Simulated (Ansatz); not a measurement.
# Be (diamond type): the cost of one run

Computed with Ansatz 0.2.0 (DFT PBEsol, with the methods named in each step, unless a step's input says otherwise).

## 1. The starting structure

It takes space group Fd-3m (No. 227, cubic). The conventional cell has a = 4.293 Å, b = 4.293 Å, c = 4.293 Å, α = 90.00°, β = 90.00°, γ = 90.00°. Be (site symmetry -43m) has 4 Be at 1.86 Å in its first shell of neighbours.

Coordinates:

```
Be
1.0
     0.00000    2.14633    2.14633
     2.14633    0.00000    2.14633
     2.14633    2.14633    0.00000
Be
2
Direct
  0.87500 0.87500 0.87500
  0.12500 0.12500 0.12500
```

Atoms are numbered in the order of the input: Be1, Be2.

## 2. Shortest bond scaled by 1, PAW

The input, input.yaml:

```yaml
crystal:
  lattice:
    - [0.0, 2.1463250724, 2.1463250724]
    - [2.1463250724, 0.0, 2.1463250724]
    - [2.1463250724, 2.1463250724, 0.0]
  atoms:
    - { symbol: Be, position: [-0.125, -0.125, -0.125] }
    - { symbol: Be, position: [0.125, 0.125, 0.125] }
kpoints:
  mp_grid: { grid: [12, 12, 12] }
scf:
  occupations: { method: fermi_dirac, width: 0.05 }
hamiltonian:
  xc: pbesol
  pseudopotentials: { kind: paw }
output:
  forces: true
  stress: true
  eigenvalues: true
  populations: true
```

On the command line:

```
$ ansatz run input.yaml --threads 1 --pin off --max-ram 2048MiB --backend cpu --events-out ev --progress --plain --runs-dir out
```

**Question.** How long does this run take on 1 thread of Arm Neoverse V1, shared host, and how much memory does it need?

About 1.1 s, with a peak of 0.26 GiB.
